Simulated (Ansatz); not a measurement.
# Zn2O: the cost of one run

Program: Ansatz 0.2.0. Level of theory: DFT PBE, scalar-relativistic, plane waves, PAW. These are calculated values, not measurements.

4 further runs of the same task are left out: 1 that didn't finish, 3 set aside as unsound or not needed.

### 1 The system as given

The structure is tetragonal, space group I4_1/amd (No. 141). Conventional cell: a = 3.464 Å, b = 3.464 Å, c = 12.043 Å, α = 90.00°, β = 90.00°, γ = 90.00°. Zn (site symmetry 2mm) has 3 Zn at 2.00 to 2.01 Å and 6 O at 2.65 Å as nearest neighbours. O (site symmetry -4m2) is surrounded by 12 Zn at 2.65 Å.

As a file:

```
CELL_PARAMETERS angstrom
-1.73187 1.73187 6.02165
1.73187 -1.73187 6.02165
1.73187 1.73187 -6.02165
ATOMIC_POSITIONS crystal
Zn 0.41650 0.41650 0.00000
Zn 0.16650 0.66650 0.50000
Zn 0.33350 0.83350 0.50000
Zn 0.58350 0.58350 0.00000
O 0.00000 0.00000 0.00000
O 0.75000 0.25000 0.50000
```

This is candidate A: ThSi2 type (I4_1/amd, No. 141).

(A quick probe on a coarse mesh, which set the mesh and smearing, is not shown.)

### 3 Rough relaxation on the coarse mesh (candidate A)

File input.yaml:

```yaml
crystal:
  lattice:
    - [-1.7318658278, 1.7318658278, 6.0216546694]
    - [1.7318658278, -1.7318658278, 6.0216546694]
    - [1.7318658278, 1.7318658278, -6.0216546694]
  atoms:
    - { symbol: Zn, position: [0.4165, 0.4165, 0.0] }
    - { symbol: Zn, position: [0.1665, 0.6665, 0.5] }
    - { symbol: Zn, position: [0.3335, 0.8335, 0.5] }
    - { symbol: Zn, position: [0.5835, 0.5835, 0.0] }
    - { symbol: O, position: [0.0, 0.0, 0.0] }
    - { symbol: O, position: [0.75, 0.25, 0.5] }
basis:
  ecutwfc: 420
kpoints:
  mp_grid: { grid: [8, 8, 8] }
hamiltonian:
  xc: pbe
scf:
  occupations: { method: gaussian, width: 0.1 }
  lower_state_search: "off"
output:
  forces: true
  stress: true
  eigenvalues: true
relax:
  adjacent_minimum: "off"
  f_tol: 0.04
  max_steps: 70
  cell: { stress_tol: 0.4 }
```

Launch:

```
$ ansatz run input.yaml --threads 1 --pin off --max-ram 2560MiB --backend cpu --events-out ev --progress --plain --runs-dir out
```

What time and memory should one allow on 1 thread of Intel Xeon Platinum 8375C at 2.90GHz (Ice Lake), shared host?

About 3.2 min, with a peak of 0.47 GiB.
